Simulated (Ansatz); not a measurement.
**C₂H₁₀SiSn: one species, many methods**

An exercise on one series of results from a longer session: the logs are not shown, and one member is left open.

Method: functionals in def2-TZVPP, the program's frozen cores in correlated methods; program: Ansatz 0.2.0, Gaussian basis.

The runs, in order: PBE-D4, r2SCAN-D4, PBE0-D4, B3LYP-D4, ωB97X-V, ωB97M-V, B2PLYP; CCSD(T)/def2-TZVPP; MP2/def2-QZVPP; extrapolation to the limit.

### The geometry

All runs share one geometry, relaxed beforehand with PBE0-D4 in a triple-zeta def2 set. Sn takes the def2 core potential; no spin-orbit term is included.

SMILES `C[SiH](C)[SnH3]`, 14 atoms, charge 0, spin multiplicity 1.

Atoms are counted from 1 here; the program's logs count them from 0.

Bond lengths: C1–Si2 1.876 Å, C1–H5 1.092 Å, C1–H6 1.094 Å, C1–H7 1.093 Å, Si2–C3 1.876 Å, Si2–Sn4 2.567 Å, Si2–H8 1.492 Å, C3–H9 1.093 Å, C3–H10 1.092 Å, C3–H11 1.094 Å, Sn4–H12 1.711 Å, Sn4–H13 1.713 Å, Sn4–H14 1.711 Å. Angles: Si2–C1–H5 111.2°, Si2–C1–H6 110.5°, Si2–C1–H7 110.9°, H5–C1–H6 108.0°, H5–C1–H7 108.0°, H6–C1–H7 108.1°, C1–Si2–C3 111.0°, C1–Si2–Sn4 110.1°, C1–Si2–H8 109.1°, C3–Si2–Sn4 110.1°, C3–Si2–H8 109.1°, Sn4–Si2–H8 107.4°, Si2–C3–H9 110.9°, Si2–C3–H10 111.2°, Si2–C3–H11 110.4°, H9–C3–H10 108.0°, H9–C3–H11 108.1°, H10–C3–H11 108.1° and more.

The first run:

The input, in.yaml:

```yaml
crystal:
  periodic: [false, false, false]
  atoms:
    - {symbol: C, position_ang: [-0.825379, 1.328829, -1.094969]}
    - {symbol: Si, position_ang: [-0.410327, 0.252526, 0.384734]}
    - {symbol: C, position_ang: [1.114410, 0.889803, 1.273115]}
    - {symbol: Sn, position_ang: [-0.044770, -2.175415, -0.365204]}
    - {symbol: H, position_ang: [-1.727206, 0.975862, -1.599796]}
    - {symbol: H, position_ang: [-0.995802, 2.362058, -0.780103]}
    - {symbol: H, position_ang: [-0.008658, 1.326318, -1.820876]}
    - {symbol: H, position_ang: [-1.564258, 0.258009, 1.331197]}
    - {symbol: H, position_ang: [1.985363, 0.875716, 0.613406]}
    - {symbol: H, position_ang: [1.344507, 0.280205, 2.149570]}
    - {symbol: H, position_ang: [0.959300, 1.919254, 1.607651]}
    - {symbol: H, position_ang: [0.336247, -3.204511, 0.947926]}
    - {symbol: H, position_ang: [1.250133, -2.291140, -1.481299]}
    - {symbol: H, position_ang: [-1.426559, -2.826715, -1.136456]}
basis:
  gaussian: {orbitals: def2-TZVPP}
hamiltonian: {xc: pbe, dispersion: d4}
output: {forces: true, orbitals: {seedname: orbitals}}
```

Started as:

```console
ansatz run in.yaml --threads 2 --pin off --events-out ev --progress --plain --max-ram 22528MiB --backend cuda --devices 0, --max-vram 18GiB
```

Steps of the session up to this table: PBE-D4 (GGA); r2SCAN-D4 (meta-GGA); PBE0-D4 (hybrid); B3LYP-D4 (hybrid); ωB97X-V (range-separated); ωB97M-V (range-separated); B2PLYP (double hybrid); CCSD(T) in def2-TZVPP; MP2 in def2-QZVPP.

One table of the session follows, with a row left open; its other results are not shown here.

```
            method  atomisation energy (kJ/mol)
            PBE-D4                       4546.6
         r2SCAN-D4                       4547.2
           PBE0-D4                            ?
          B3LYP-D4                       4542.6
           ωB97X-V                       4572.9
           ωB97M-V                       4551.3
            B2PLYP                       4482.4
     HF/def2-TZVPP                       3441.7
    MP2/def2-TZVPP                       4425.9
   CCSD/def2-TZVPP                       4417.9
CCSD(T)/def2-TZVPP                       4462.4
           MP2/CBS                       4525.9
       CCSD(T)/CBS                       4562.4
```

**Question.** Estimate the row for PBE0-D4.

The run gave: atomisation energy (kJ/mol): 4528.7. In the column «atomisation energy (kJ/mol)» it lies between MP2/CBS (4525.9) and B3LYP-D4 (4542.6).
